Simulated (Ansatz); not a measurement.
# C₄H₇FSi: one species, many methods

How much do the methods differ for C₄H₇FSi? The plan is to run it at one geometry with functionals of several rungs and with coupled cluster, and see how far each lands from CCSD(T) at the basis-set limit for the atomisation energy.

Program: Ansatz 0.2.0, Gaussian basis. Level of theory: functionals in def2-TZVPP, the program's frozen cores in correlated methods. These are calculated values, not measurements.

Plan: PBE-D4, r2SCAN-D4, PBE0-D4, B3LYP-D4, ωB97X-V, ωB97M-V, B2PLYP; CCSD(T)/def2-TZVPP; MP2/def2-QZVPP; extrapolation to the limit.

**1. The relaxed structure**

An earlier PBE0-D4 in a triple-zeta def2 set relaxation fixed the geometry.

13 atoms, charge 0, spin multiplicity 1.

Atoms are counted from 1 here; the program's logs count them from 0.

Bond lengths: C1–C2 1.320 Å, C1–H7 1.085 Å, C1–H8 1.088 Å, C2–C3 1.511 Å, C2–Si4 1.813 Å, C3–Si4 1.868 Å, C3–H9 1.089 Å, C3–H10 1.089 Å, Si4–C5 1.887 Å, Si4–H11 1.480 Å, C5–F6 1.390 Å, C5–H12 1.095 Å, C5–H13 1.095 Å. Angles: C2–C1–H7 121.4°, C2–C1–H8 121.8°, H7–C1–H8 116.9°, C1–C2–C3 136.6°, C1–C2–Si4 155.8°, C3–C2–Si4 67.7°, C2–C3–Si4 63.9°, C2–C3–H9 116.8°, C2–C3–H10 116.5°, Si4–C3–H9 120.0°, Si4–C3–H10 119.2°, H9–C3–H10 112.3°, C2–Si4–C3 48.4°, C2–Si4–C5 119.8°, C2–Si4–H11 120.9°, C3–Si4–C5 117.4°, C3–Si4–H11 120.0°, C5–Si4–H11 114.5° and more.

Geometry (Å):

```
C    -1.99071   -1.10819    0.46856
C    -0.72503   -0.75512    0.34216
C     0.51425   -1.32761   -0.30602
Si    0.72118    0.31864    0.55164
C     0.91974    1.84755   -0.53664
F     0.42093    2.98067    0.09635
H    -2.70038   -0.48540    1.00350
H    -2.37242   -2.03428    0.04301
H     0.51981   -1.37990   -1.39406
H     0.93406   -2.22180    0.15222
H     1.43144    0.39291    1.84756
H     1.97218    2.03165   -0.77785
H     0.37536    1.70617   -1.47585
```

**2. PBE-D4 (GGA)**

File in.yaml:

```yaml
crystal:
  periodic: [false, false, false]
  atoms:
    - {symbol: C, position_ang: [-1.990714, -1.108194, 0.468562]}
    - {symbol: C, position_ang: [-0.725029, -0.755123, 0.342165]}
    - {symbol: C, position_ang: [0.514249, -1.327606, -0.306020]}
    - {symbol: Si, position_ang: [0.721182, 0.318644, 0.551638]}
    - {symbol: C, position_ang: [0.919736, 1.847547, -0.536643]}
    - {symbol: F, position_ang: [0.420926, 2.980669, 0.096353]}
    - {symbol: H, position_ang: [-2.700378, -0.485397, 1.003502]}
    - {symbol: H, position_ang: [-2.372424, -2.034279, 0.043014]}
    - {symbol: H, position_ang: [0.519807, -1.379897, -1.394059]}
    - {symbol: H, position_ang: [0.934063, -2.221800, 0.152225]}
    - {symbol: H, position_ang: [1.431440, 0.392912, 1.847563]}
    - {symbol: H, position_ang: [1.972181, 2.031652, -0.777853]}
    - {symbol: H, position_ang: [0.375359, 1.706170, -1.475847]}
basis:
  gaussian: {orbitals: def2-TZVPP}
hamiltonian: {xc: pbe, dispersion: d4}
output: {forces: true, orbitals: {seedname: orbitals}}
```

On the command line:

```console
ansatz run in.yaml --threads 4 --pin off --events-out ev --progress --plain --max-ram 10444MiB
```

The runs that follow: r2SCAN-D4 (meta-GGA); PBE0-D4 (hybrid); B3LYP-D4 (hybrid); ωB97X-V (range-separated); ωB97M-V (range-separated); B2PLYP (double hybrid); CCSD(T) in def2-TZVPP; MP2 in def2-QZVPP.

Q: Predict the results of all the runs planned. Wanted: atomisation energy, CCSD(T)/CBS; farthest; mean size of error, hybrid; mean size of error, range-separated; gap, smallest and largest; T1 diagnostic; triples share of the correlation energy.

The runs gave:

| quantity | value |
| --- | --- |
| atomisation energy, CCSD(T)/CBS | 1209.6 kcal/mol |
| functionals within 6.0 kcal/mol (0.5 %) | B3LYP-D4, ωB97X-V, ωB97M-V |
| farthest | PBE-D4 (+35.1 kcal/mol) |
| mean size of error, hybrid | 7.1 kcal/mol |
| mean size of error, range-separated | 5.5 kcal/mol |
| gap, smallest and largest | 4.55 eV (PBE-D4), 11.22 eV (ωB97X-V) |
| T1 diagnostic | 0.0121 |
| triples share of the correlation energy | 4.1 % |

PBE-D4 misses by +35.1 kcal/mol. Double hybrids carry the basis error of their MP2 part in triple zeta, and no dispersion term here, so their miss is partly the set-up's. The reference freezes the cores and leaves out relativity and excitations past (T), so misses under about 6.0 kcal/mol can't be ranked. Hartree-Fock recovers 73 % of the binding; the rest is correlation. Orbital gaps span 4.5 to 11.2 eV; exact exchange widens them. The restricted reference is unstable towards a spin-broken one.
